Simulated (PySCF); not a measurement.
**Si5H12O: electronic excitations at several levels of theory**

How much do the electronic excitations of Si5H12O (`[SiH3]O[Si@@H]([SiH3])[SiH2][SiH3]`) depend on the level of theory, and what does each level cost?

The runs use PySCF 2.14.0, with density-fitted response routines of our own; the level of theory stands in each step. All values are computed, except where a source is named. Atoms count from 0, in the outputs and in this text.

## 1. The molecule as given

18 atoms, charge 0, multiplicity 1; geometry from: GFN2-xTB.

Bonds of the start (Å): Si0–O1 1.61, O1–Si2 1.64, Si2–Si3 2.32, Si2–Si4 2.32, Si4–Si5 2.32, Si0–H6 1.46, Si0–H7 1.46, Si0–H8 1.46, Si2–H9 1.48, Si3–H10 1.47, Si3–H11 1.47, Si3–H12 1.47, Si4–H13 1.48, Si4–H14 1.48, Si5–H15 1.47, Si5–H16 1.47, Si5–H17 1.47.

## 2. Relaxing the molecule at PBE0-D3(BJ)/def2-SVP

What the job is given:

```
{"job": {"xc": "PBE0", "basis": "def2-SVP", "d3": "d3bj", "grid": 1, "kind": "geom"}, "charge": 0, "multiplicity": 1}
Si    -1.364786     2.174819     0.131539
O     -0.839783     0.748634     0.660797
Si    -0.488545    -0.856547     0.686048
Si    -2.345360    -1.973195    -0.133554
Si     1.580641    -0.995123    -0.359866
Si     3.006333     0.821053    -0.139306
H     -2.826297     2.147631     0.169301
H     -0.794587     3.155654     1.049461
H     -0.876268     2.344268    -1.238556
H     -0.354700    -1.070275     2.144101
H     -2.790574    -1.455398    -1.434961
H     -2.022490    -3.389955    -0.342422
H     -3.541895    -1.952116     0.718959
H      2.244539    -2.228073     0.107293
H      1.376083    -1.277394    -1.797034
H      4.154271     0.813930    -1.055354
H      3.577818     0.917673     1.208670
H      2.296840     2.080733    -0.386772
```

Output:

```text
step   0  E = -1528.74192730  max force = 0.013668
step   1  E = -1528.75485618  max force = 0.013848
step   2  E = -1528.75648014  max force = 0.007638
step   3  E = -1528.75704461  max force = 0.002753
step   4  E = -1528.75720498  max force = 0.002752
step   5  E = -1528.75746930  max force = 0.003794
step   6  E = -1528.75768371  max force = 0.003875
step   7  E = -1528.75795620  max force = 0.003060
step   8  E = -1528.75816767  max force = 0.001471
step   9  E = -1528.75837888  max force = 0.001482
step  10  E = -1528.75841267  max force = 0.001175
step  11  E = -1528.75843343  max force = 0.000297
step  12  E = -1528.75843439  max force = 0.000245
optimisation converged
```

Run time: 3.4 min. Hardware: 1 thread, shared host.

Along the way:

| step | energy from step 0 (eV) | largest force component (eV/Å) |
| --- | --- | --- |
| 0 | 0.0000 | 0.7028 |
| 1 | -0.3518 | 0.7121 |
| 2 | -0.3960 | 0.3928 |
| 3 | -0.4114 | 0.1416 |
| 4 | -0.4157 | 0.1415 |
| 5 | -0.4229 | 0.1951 |
| 6 | -0.4288 | 0.1993 |
| 7 | -0.4362 | 0.1574 |
| 8 | -0.4419 | 0.0756 |
| 9 | -0.4477 | 0.0762 |
| 10 | -0.4486 | 0.0604 |
| 11 | -0.4492 | 0.0153 |
| 12 | -0.4492 | 0.0126 |

Distances of close pairs at the start and the end, largest changes first:

| bond | before (Å) | after (Å) | change (Å) |
| --- | --- | --- | --- |
| Si0–O1 | 1.609 | 1.662 | +0.052 |
| Si2–Si3 | 2.317 | 2.350 | +0.033 |
| Si0–H6 | 1.462 | 1.495 | +0.032 |
| O1–Si2 | 1.643 | 1.675 | +0.031 |
| Si0–H8 | 1.464 | 1.496 | +0.031 |
| Si2–Si4 | 2.323 | 2.352 | +0.029 |
| Si0–H7 | 1.459 | 1.488 | +0.029 |
| Si5–H17 | 1.467 | 1.495 | +0.029 |

The final coordinates are the input of the step that follows.

| at the end point | value |
| --- | --- |
| point group (found at 0.08 Å tolerance) | C1 |
| rotational constants (GHz, main isotopes) | 1.334, 0.783, 0.549 |
| dipole moment (D) | 0.39 |

## 3. Excited states and response: HF/def2-SVPD

What the job is given:

```
{"job": {"kind": "uv", "xc": "HF", "basis": "def2-SVPD", "ip": true}, "charge": 0, "multiplicity": 1}
Si    -1.293761     2.083839     0.083232
O     -0.706808     0.831627     1.004444
Si    -0.397613    -0.806127     0.840166
Si    -2.265032    -1.899534    -0.075975
Si     1.492533    -1.016338    -0.543423
Si     2.870866     0.812303    -0.035907
H     -2.768271     1.931184    -0.107018
H     -1.005508     3.362064     0.789076
H     -0.638310     2.086394    -1.261287
H     -0.079194    -1.346742     2.196448
H     -2.573881    -1.292200    -1.408854
H     -1.949816    -3.349139    -0.269953
H     -3.471966    -1.771835     0.798266
H      2.198624    -2.311426    -0.286008
H      1.096984    -0.968015    -1.987766
H      4.153868     0.770620    -0.802915
H      3.178001     0.809717     1.427097
H      2.151425     2.079510    -0.371757
```

Method: TDDFT HF/def2-SVPD, vertical, gas phase, core orbitals frozen in the response.

Output:

```text
final grid: 135304 points
cycle   1  E = -1525.9523776802  dE = -3.570e-01  |g| = 6.105e-01  |ddm| = 4.474e+00
cycle   2  E = -1526.0476694287  dE = -9.529e-02  |g| = 3.711e-01  |ddm| = 1.463e+00
cycle   3  E = -1526.0770323508  dE = -2.936e-02  |g| = 8.322e-02  |ddm| = 4.805e-01
cycle   4  E = -1526.0800156633  dE = -2.983e-03  |g| = 1.242e-02  |ddm| = 2.846e-01
cycle   5  E = -1526.0801221824  dE = -1.065e-04  |g| = 3.082e-03  |ddm| = 5.435e-02
cycle   6  E = -1526.0801304653  dE = -8.283e-06  |g| = 8.288e-04  |ddm| = 1.424e-02
cycle   7  E = -1526.0801310195  dE = -5.542e-07  |g| = 1.802e-04  |ddm| = 3.356e-03
cycle   8  E = -1526.0801310482  dE = -2.864e-08  |g| = 3.609e-05  |ddm| = 9.733e-04
cycle   9  E = -1526.0801310494  dE = -1.278e-09  |g| = 9.534e-06  |ddm| = 2.115e-04
cycle  10  E = -1526.0801310495  dE = -7.685e-11  |g| = 2.649e-06  |ddm| = 5.075e-05
converged SCF energy = -1526.0801310495

Static polarisability (au): isotropic 138.397, principal 117.508 132.001 165.681

Singlet excitations
state   eV       nm        f      main configurations
  1   6.2680    197.8   0.11430   H->L 0.64
  2   6.9542    178.3   0.25573   H->L+6 0.45, H->L+1 0.12
  3   7.4609    166.2   0.15832   H->L+3 0.24, H->L+7 0.22
  4   7.7013    161.0   0.02792   H-2->L 0.28, H-1->L 0.20, H->L+3 0.09
  5   7.7997    159.0   0.07413   H->L+4 0.39, H->L+2 0.13, H->L+1 0.12
  6   8.0796    153.5   0.01770   H->L+3 0.17, H->L+1 0.16, H->L+7 0.15
  7   8.1465    152.2   0.05865   H->L+1 0.13, H->L+8 0.10
  8   8.2973    149.4   0.12050   H-2->L 0.20, H-1->L 0.15, H->L+8 0.13
  9   8.3646    148.2   0.59976   H->L+1 0.14, H->L+4 0.11, H->L+6 0.10
 10   8.6194    143.8   0.21073   H->L+8 0.29, H-1->L 0.11

Triplet excitations (Tamm-Dancoff, eV): 5.3284 5.9444 6.2776 6.5832
Vertical ionisation energy (delta-SCF) = 8.6472 eV
```

Run time: 40 s. Hardware: 1 thread, shared host.

Frontier orbitals and where they lie:

| orbital | eV | atoms |
| --- | --- | --- |
| HOMO−3 | -12.74 | Si0 22 %, H8 14 %, H6 14 % |
| HOMO−2 | -11.46 | Si4 23 %, Si2 18 %, O1 11 % |
| HOMO−1 | -11.34 | Si4 19 %, Si5 17 %, Si2 15 % |
| HOMO | -9.81 | Si2 25 %, Si4 25 %, Si3 16 % |
| LUMO | 2.06 | Si5 16 %, Si2 16 %, Si3 13 % |
| LUMO+1 | 2.36 | Si3 34 %, Si0 13 %, Si4 8 % |
| LUMO+2 | 2.41 | Si0 24 %, Si5 23 %, H8 8 % |

With each of the 10 states as a Gaussian band of 0.4 eV half-width at 1/e, the curve within the window shown has maxima at 176 nm (ε 12,000), 148 nm (ε 37,000) L/(mol cm). Beyond the last state computed it falls off for lack of states. The curve at chosen wavelengths:

(nm, ε (L/mol/cm)): (139, 8910), (142, 20241), (145, 32268), (148, 37449), (152, 30118), (155, 20898), (158, 14538), (161, 11840), (164, 11172), (167, 11184), (171, 11669), (174, 12166), (177, 12206), (180, 11351), (183, 9747), (186, 8001), (190, 6367), (193, 5769), (196, 5411), (199, 4979), (202, 4323), (205, 3480), (209, 2302), (212, 1543), (215, 963), (218, 563)

Ground-state properties from the same run:

| property | computed |
| --- | --- |
| dipole moment (D) | 0.43 |
| polarisability (Å³) | 20.51 |
| HOMO–LUMO gap (eV) | 11.87 |
| −ε(HOMO) (eV) | 9.81 |

## 4. Excited states and response: LDA/def2-SVPD

Settings changed since step 3:

```diff
@@ -1,2 +1,2 @@
-{"job": {"kind": "uv", "xc": "HF", "basis": "def2-SVPD", "ip": true}, "charge": 0, "multiplicity": 1}
+{"job": {"kind": "uv", "xc": "LDA", "basis": "def2-SVPD", "ip": true}, "charge": 0, "multiplicity": 1}
 Si    -1.293761     2.083839     0.083232
```

Method: TDDFT LDA/def2-SVPD, vertical, gas phase, core orbitals frozen in the response.

Output:

```text
coarse grid: 16648 points
cycle   1  E = -1522.7100673693  dE = -4.398e-02  |g| = 8.032e-01  |ddm| = 5.052e+00
cycle   2  E = -1521.6561948973  dE =  1.054e+00  |g| = 2.315e+00  |ddm| = 3.510e+00
cycle   3  E = -1522.8302329926  dE = -1.174e+00  |g| = 1.329e-01  |ddm| = 2.952e+00
cycle   4  E = -1522.8337961764  dE = -3.563e-03  |g| = 9.044e-02  |ddm| = 5.276e-01
cycle   5  E = -1522.8371960435  dE = -3.400e-03  |g| = 1.900e-02  |ddm| = 2.263e-01
cycle   6  E = -1522.8373266632  dE = -1.306e-04  |g| = 5.447e-03  |ddm| = 4.729e-02
cycle   7  E = -1522.8373367327  dE = -1.007e-05  |g| = 1.279e-03  |ddm| = 1.163e-02
cycle   8  E = -1522.8373372703  dE = -5.376e-07  |g| = 4.424e-04  |ddm| = 3.085e-03
final grid: 135304 points
cycle   9  E = -1523.0291793386  dE = -1.465e-05  |g| = 1.610e-03  |ddm| = 8.560e-02
cycle  10  E = -1523.0291791160  dE =  2.226e-07  |g| = 1.664e-03  |ddm| = 8.337e-03
cycle  11  E = -1523.0291800536  dE = -9.376e-07  |g| = 5.308e-04  |ddm| = 4.432e-03
cycle  12  E = -1523.0291801258  dE = -7.216e-08  |g| = 1.881e-04  |ddm| = 9.419e-04
cycle  13  E = -1523.0291801335  dE = -7.753e-09  |g| = 5.435e-05  |ddm| = 3.242e-04
cycle  14  E = -1523.0291801344  dE = -8.731e-10  |g| = 6.821e-06  |ddm| = 9.788e-05
converged SCF energy = -1523.0291801344

Static polarisability (au): isotropic 163.502, principal 132.225 154.989 203.294

Singlet excitations
state   eV       nm        f      main configurations
  1   4.6207    268.3   0.02562   H->L 0.97
  2   5.3138    233.3   0.00171   H-1->L 0.97
  3   5.4572    227.2   0.04521   H->L+1 0.51, H-2->L 0.44
  4   5.5682    222.7   0.05252   H->L+2 0.39, H-2->L 0.36, H->L+1 0.20
  5   5.6588    219.1   0.01113   H->L+3 0.81, H->L+2 0.12
  6   5.8025    213.7   0.21038   H->L+2 0.41, H->L+1 0.18, H->L+3 0.13
  7   5.9479    208.5   0.02407   H->L+4 0.88
  8   6.0364    205.4   0.03481   H->L+5 0.86
  9   6.1125    202.8   0.01846   H-3->L 0.63, H-1->L+1 0.16, H->L+6 0.10
 10   6.1209    202.6   0.00068   H-1->L+1 0.57, H-3->L 0.25

Triplet excitations (Tamm-Dancoff, eV): 4.2879 5.0389 5.0533 5.3307
Vertical ionisation energy (delta-SCF) = 8.7354 eV
Vertical electron affinity (delta-SCF) = 0.0512 eV
```

Wall time 3.2 min (1 thread, shared host).

This run: HOMO -6.43 eV, LUMO -2.00 eV; lowest singlet 4.62 eV.

## 5. Excited states and response: PBE/def2-SVPD

Settings changed since step 4:

```diff
@@ -1,2 +1,2 @@
-{"job": {"kind": "uv", "xc": "LDA", "basis": "def2-SVPD", "ip": true}, "charge": 0, "multiplicity": 1}
+{"job": {"kind": "uv", "xc": "PBE", "basis": "def2-SVPD", "ip": true}, "charge": 0, "multiplicity": 1}
 Si    -1.293761     2.083839     0.083232
```

Method: TDDFT PBE/def2-SVPD, vertical, gas phase, core orbitals frozen in the response.

Output:

```text
coarse grid: 16648 points
cycle   1  E = -1528.2077286604  dE = -6.385e-02  |g| = 8.128e-01  |ddm| = 5.129e+00
cycle   2  E = -1527.2114616050  dE =  9.963e-01  |g| = 2.262e+00  |ddm| = 3.467e+00
cycle   3  E = -1528.3298171140  dE = -1.118e+00  |g| = 1.453e-01  |ddm| = 2.949e+00
cycle   4  E = -1528.3344646266  dE = -4.648e-03  |g| = 9.144e-02  |ddm| = 5.635e-01
cycle   5  E = -1528.3379625718  dE = -3.498e-03  |g| = 2.001e-02  |ddm| = 2.359e-01
cycle   6  E = -1528.3381117626  dE = -1.492e-04  |g| = 5.250e-03  |ddm| = 4.934e-02
cycle   7  E = -1528.3381210689  dE = -9.306e-06  |g| = 1.211e-03  |ddm| = 1.182e-02
final grid: 135304 points
cycle   8  E = -1528.5943345010  dE = -5.089e-06  |g| = 1.084e-02  |ddm| = 9.243e-02
cycle   9  E = -1528.5942215396  dE =  1.130e-04  |g| = 2.614e-02  |ddm| = 4.028e-02
cycle  10  E = -1528.5943570386  dE = -1.355e-04  |g| = 1.221e-03  |ddm| = 3.036e-02
cycle  11  E = -1528.5943575782  dE = -5.397e-07  |g| = 2.504e-04  |ddm| = 3.056e-03
cycle  12  E = -1528.5943576029  dE = -2.464e-08  |g| = 3.582e-05  |ddm| = 6.195e-04
cycle  13  E = -1528.5943576034  dE = -5.025e-10  |g| = 9.735e-06  |ddm| = 9.712e-05
converged SCF energy = -1528.5943576034

Static polarisability (au): isotropic 158.943, principal 128.890 150.841 197.098

Singlet excitations
state   eV       nm        f      main configurations
  1   4.7359    261.8   0.02906   H->L 0.97
  2   5.4649    226.9   0.00235   H-1->L 0.97
  3   5.5485    223.5   0.07938   H->L+1 0.68, H-2->L 0.23
  4   5.6644    218.9   0.01643   H->L+2 0.46, H-2->L 0.46
  5   5.7756    214.7   0.03459   H->L+3 0.74, H->L+2 0.13
  6   5.9032    210.0   0.20625   H->L+2 0.30, H->L+3 0.21, H-2->L 0.19
  7   6.0496    204.9   0.01538   H->L+4 0.85, H->L+5 0.10
  8   6.1389    202.0   0.05437   H->L+5 0.82
  9   6.2182    199.4   0.00329   H->L+6 0.70, H-1->L+1 0.21
 10   6.2424    198.6   0.00382   H-1->L+1 0.63, H->L+6 0.19

Triplet excitations (Tamm-Dancoff, eV): 4.3104 5.0220 5.1126 5.3718
Vertical ionisation energy (delta-SCF) = 8.6435 eV
Vertical electron affinity (delta-SCF) = -0.1114 eV
```

Run time: 4.8 min. Hardware: 1 thread, shared host.

In short: HOMO -6.35 eV, LUMO -1.80 eV; lowest singlet 4.74 eV.

## 6. Ultraviolet spectrum: B3LYP/def2-SVPD

Settings changed since step 5:

```diff
@@ -1,2 +1,2 @@
-{"job": {"kind": "uv", "xc": "PBE", "basis": "def2-SVPD", "ip": true}, "charge": 0, "multiplicity": 1}
+{"job": {"kind": "uv", "xc": "B3LYP", "basis": "def2-SVPD", "ip": true}, "charge": 0, "multiplicity": 1}
 Si    -1.293761     2.083839     0.083232
```

With the program's defaults for keys left out, this is: TDDFT B3LYP/def2-SVPD, vertical, gas phase, core orbitals frozen in the response.

Output:

```text
coarse grid: 16648 points
cycle   1  E = -1529.2500215921  dE = -1.333e-01  |g| = 7.739e-01  |ddm| = 4.953e+00
cycle   2  E = -1528.8374449737  dE =  4.126e-01  |g| = 1.607e+00  |ddm| = 2.678e+00
cycle   3  E = -1529.3622769319  dE = -5.248e-01  |g| = 8.702e-02  |ddm| = 1.951e+00
cycle   4  E = -1529.3641002097  dE = -1.823e-03  |g| = 4.003e-02  |ddm| = 2.953e-01
cycle   5  E = -1529.3647508935  dE = -6.507e-04  |g| = 6.618e-03  |ddm| = 1.034e-01
cycle   6  E = -1529.3647670350  dE = -1.614e-05  |g| = 1.524e-03  |ddm| = 1.638e-02
cycle   7  E = -1529.3647678543  dE = -8.194e-07  |g| = 2.881e-04  |ddm| = 3.548e-03
final grid: 135304 points
cycle   8  E = -1529.5640458998  dE = -1.224e-05  |g| = 1.543e-03  |ddm| = 6.504e-02
cycle   9  E = -1529.5640452309  dE =  6.690e-07  |g| = 2.504e-03  |ddm| = 6.051e-03
cycle  10  E = -1529.5640465052  dE = -1.274e-06  |g| = 3.021e-04  |ddm| = 2.999e-03
cycle  11  E = -1529.5640465288  dE = -2.359e-08  |g| = 8.680e-05  |ddm| = 7.329e-04
cycle  12  E = -1529.5640465315  dE = -2.706e-09  |g| = 1.809e-05  |ddm| = 2.121e-04
cycle  13  E = -1529.5640465317  dE = -1.287e-10  |g| = 4.389e-06  |ddm| = 4.900e-05
converged SCF energy = -1529.5640465317

Static polarisability (au): isotropic 152.692, principal 125.619 144.928 187.529

Singlet excitations
state   eV       nm        f      main configurations
  1   5.1910    238.8   0.04486   H->L 0.96
  2   6.0184    206.0   0.18689   H->L+1 0.83
  3   6.1186    202.6   0.00529   H-1->L 0.97
  4   6.2780    197.5   0.07930   H->L+3 0.46, H->L+2 0.41
  5   6.3265    196.0   0.01560   H->L+3 0.43, H->L+2 0.31, H-2->L 0.24
  6   6.4812    191.3   0.20845   H-2->L 0.66, H->L+2 0.16
  7   6.5854    188.3   0.00467   H->L+4 0.90
  8   6.7032    185.0   0.09010   H->L+5 0.91
  9   6.7853    182.7   0.00785   H->L+6 0.83
 10   6.9667    178.0   0.02468   H-1->L+1 0.62, H->L+7 0.22

Triplet excitations (Tamm-Dancoff, eV): 4.7116 5.3966 5.6496 5.8047
Vertical ionisation energy (delta-SCF) = 8.9296 eV
```

It took 5.4 min on 1 thread, shared host.

In short: HOMO -7.21 eV, LUMO -1.11 eV; lowest singlet 5.19 eV.

## 7. Ultraviolet spectrum: PBE0/def2-SVPD

Settings changed since step 6:

```diff
@@ -1,2 +1,2 @@
-{"job": {"kind": "uv", "xc": "B3LYP", "basis": "def2-SVPD", "ip": true}, "charge": 0, "multiplicity": 1}
+{"job": {"kind": "uv", "xc": "PBE0", "basis": "def2-SVPD", "ip": true}, "charge": 0, "multiplicity": 1}
 Si    -1.293761     2.083839     0.083232
```

Method: TDDFT PBE0/def2-SVPD, vertical, gas phase, core orbitals frozen in the response.

Output:

```text
coarse grid: 16648 points
cycle   1  E = -1528.4682220392  dE = -1.580e-01  |g| = 6.964e-01  |ddm| = 4.855e+00
cycle   2  E = -1528.2003700091  dE =  2.679e-01  |g| = 1.334e+00  |ddm| = 2.361e+00
cycle   3  E = -1528.5611139018  dE = -3.607e-01  |g| = 6.524e-02  |ddm| = 1.644e+00
cycle   4  E = -1528.5621319605  dE = -1.018e-03  |g| = 2.771e-02  |ddm| = 2.225e-01
cycle   5  E = -1528.5624392650  dE = -3.073e-04  |g| = 4.405e-03  |ddm| = 7.248e-02
cycle   6  E = -1528.5624465769  dE = -7.312e-06  |g| = 1.011e-03  |ddm| = 1.158e-02
final grid: 135304 points
cycle   7  E = -1528.7557206024  dE = -1.082e-05  |g| = 5.643e-03  |ddm| = 6.440e-02
cycle   8  E = -1528.7557084806  dE =  1.212e-05  |g| = 9.727e-03  |ddm| = 1.660e-02
cycle   9  E = -1528.7557265861  dE = -1.811e-05  |g| = 3.369e-04  |ddm| = 1.093e-02
cycle  10  E = -1528.7557266260  dE = -3.989e-08  |g| = 7.783e-05  |ddm| = 8.724e-04
cycle  11  E = -1528.7557266285  dE = -2.532e-09  |g| = 2.109e-05  |ddm| = 2.444e-04
cycle  12  E = -1528.7557266287  dE = -1.805e-10  |g| = 4.274e-06  |ddm| = 5.579e-05
converged SCF energy = -1528.7557266287

Static polarisability (au): isotropic 152.270, principal 125.119 144.630 187.059

Singlet excitations
state   eV       nm        f      main configurations
  1   5.2365    236.8   0.04818   H->L 0.96
  2   6.0907    203.6   0.18906   H->L+1 0.82
  3   6.1596    201.3   0.00720   H-1->L 0.96
  4   6.3744    194.5   0.10112   H->L+2 0.65, H->L+3 0.20
  5   6.4394    192.5   0.00709   H->L+3 0.56, H-2->L 0.32, H->L+2 0.09
  6   6.5748    188.6   0.19335   H-2->L 0.57, H->L+3 0.21, H->L+2 0.13
  7   6.7613    183.4   0.00658   H->L+4 0.86
  8   6.8710    180.4   0.07515   H->L+5 0.87
  9   6.9281    179.0   0.01123   H->L+6 0.71
 10   7.0805    175.1   0.02696   H-1->L+1 0.61, H->L+6 0.13, H->L+7 0.08

Triplet excitations (Tamm-Dancoff, eV): 4.6640 5.3620 5.5955 5.8110
Vertical ionisation energy (delta-SCF) = 8.9572 eV
```

Wall time 5.1 min (1 thread, shared host).

Key values: HOMO -7.41 eV, LUMO -1.00 eV; lowest singlet 5.24 eV.

## 8. TDDFT and polarisability: BHandHLYP/def2-SVPD

Settings changed since step 7:

```diff
@@ -1,2 +1,2 @@
-{"job": {"kind": "uv", "xc": "PBE0", "basis": "def2-SVPD", "ip": true}, "charge": 0, "multiplicity": 1}
+{"job": {"kind": "uv", "xc": "BHandHLYP", "basis": "def2-SVPD", "ip": true}, "charge": 0, "multiplicity": 1}
 Si    -1.293761     2.083839     0.083232
```

Level: TDDFT BHandHLYP/def2-SVPD, vertical, gas phase, core orbitals frozen in the response.

Output:

```text
coarse grid: 16648 points
cycle   1  E = -1529.1898900241  dE = -2.273e-01  |g| = 6.712e-01  |ddm| = 4.691e+00
cycle   2  E = -1529.1270643513  dE =  6.283e-02  |g| = 9.036e-01  |ddm| = 1.952e+00
cycle   3  E = -1529.2865996757  dE = -1.595e-01  |g| = 5.596e-02  |ddm| = 1.064e+00
cycle   4  E = -1529.2874569341  dE = -8.573e-04  |g| = 1.696e-02  |ddm| = 1.744e-01
cycle   5  E = -1529.2875649882  dE = -1.081e-04  |g| = 2.713e-03  |ddm| = 4.744e-02
cycle   6  E = -1529.2875679510  dE = -2.963e-06  |g| = 5.769e-04  |ddm| = 7.717e-03
final grid: 135304 points
cycle   7  E = -1529.4152975043  dE = -5.108e-06  |g| = 5.719e-04  |ddm| = 3.627e-02
cycle   8  E = -1529.4152976245  dE = -1.203e-07  |g| = 3.748e-04  |ddm| = 3.752e-03
cycle   9  E = -1529.4152976576  dE = -3.302e-08  |g| = 1.405e-04  |ddm| = 7.090e-04
cycle  10  E = -1529.4152976616  dE = -4.013e-09  |g| = 4.910e-05  |ddm| = 2.817e-04
cycle  11  E = -1529.4152976622  dE = -6.630e-10  |g| = 6.295e-06  |ddm| = 1.028e-04
converged SCF energy = -1529.4152976622

Static polarisability (au): isotropic 146.077, principal 121.762 138.871 177.599

Singlet excitations
state   eV       nm        f      main configurations
  1   5.6732    218.5   0.07000   H->L 0.91
  2   6.4683    191.7   0.24458   H->L+1 0.69, H->L+3 0.10
  3   6.8051    182.2   0.04904   H-1->L 0.76
  4   6.8557    180.8   0.11740   H->L+2 0.42, H->L+3 0.17, H-1->L 0.12
  5   6.9769    177.7   0.06218   H->L+3 0.53, H->L+2 0.32, H->L+1 0.08
  6   7.2337    171.4   0.03368   H-2->L 0.28, H->L+4 0.24, H->L+6 0.12
  7   7.2844    170.2   0.11359   H-2->L 0.44, H->L+4 0.16, H->L+6 0.12
  8   7.4169    167.2   0.03939   H->L+5 0.48, H->L+4 0.11
  9   7.4871    165.6   0.10801   H->L+6 0.29, H->L+5 0.17, H->L+7 0.16
 10   7.6931    161.2   0.18312   H->L+8 0.56

Triplet excitations (Tamm-Dancoff, eV): 5.0552 5.7224 6.0505 6.2605
Vertical ionisation energy (delta-SCF) = 9.0965 eV
```

It took 98 s on 1 thread, shared host.

In short: HOMO -8.35 eV, LUMO -0.05 eV; lowest singlet 5.67 eV.

## 9. Comparing the runs: electronic excitations

Excitations and ground-state properties, with basis size and wall time:

| run | lowest singlet (eV) | brightest (eV) | f | gap (eV) | α (Å³) | μ (D) | functions | time |
| --- | --- | --- | --- | --- | --- | --- | --- | --- |
| HF/def2-SVPD | 6.27 | 8.36 | 0.600 | 11.87 | 20.51 | 0.43 | 239 | 40 s |
| LDA/def2-SVPD | 4.62 | 5.80 | 0.210 | 4.43 | 24.23 | 0.34 | 239 | 3.2 min |
| PBE/def2-SVPD | 4.74 | 5.90 | 0.206 | 4.55 | 23.55 | 0.30 | 239 | 4.8 min |
| B3LYP/def2-SVPD | 5.19 | 6.48 | 0.208 | 6.10 | 22.63 | 0.36 | 239 | 5.4 min |
| PBE0/def2-SVPD | 5.24 | 6.57 | 0.193 | 6.41 | 22.56 | 0.36 | 239 | 5.1 min |
| BHandHLYP/def2-SVPD | 5.67 | 6.47 | 0.245 | 8.29 | 21.65 | 0.41 | 239 | 98 s |

## 10. Summary of results

| quantity | value |
| --- | --- |
| point group | C1 |
| rotational constants (main isotopes) | 1.33, 0.78, 0.55 GHz |
| lowest singlet (HF/def2-SVPD) | 6.27 eV (198 nm), f = 0.114 |
| brightest single state of those computed | state 9, 8.36 eV, f = 0.600 |
| lowest triplet | 5.33 eV |
| vertical ionisation energy (ΔSCF) | 8.65 eV |
| range of the lowest singlet | 4.62 to 6.27 eV |

In words: Single values in the summary come from the first run of each kind that ended normally (HF/def2-SVPD), which need not be the best level. The optimisation took 12 steps and gained 0.449 eV; among the bonded pairs, Si0–O1 changed most, from 1.609 to 1.662 Å. No frequency check was run at this level, so the end point may be a saddle. The first singlet state (HOMO→LUMO 0.64) lies at 6.27 eV and is bright; of the 10 states computed, the strongest absorption comes from state 9 at 8.36 eV. The lowest triplet lies 0.94 eV below the lowest singlet (triplets in Tamm-Dancoff, singlets in full TDDFT). At HF/def2-SVPD, the highest states lie near or above the ionisation energy, where they hang on the basis. ΔSCF puts the ionisation energy at 8.65 eV, 1.16 eV below −ε(HOMO). The lowest singlet runs from 4.62 eV (LDA/def2-SVPD) to 6.27 eV (HF/def2-SVPD), while the orbital gap spans 4.43 to 11.87 eV: the excitation energy moves far less from run to run than the orbital gap does. The lowest state need not be the same one in every run. The runs solved for a few states only, so the brightest column depends on that window.
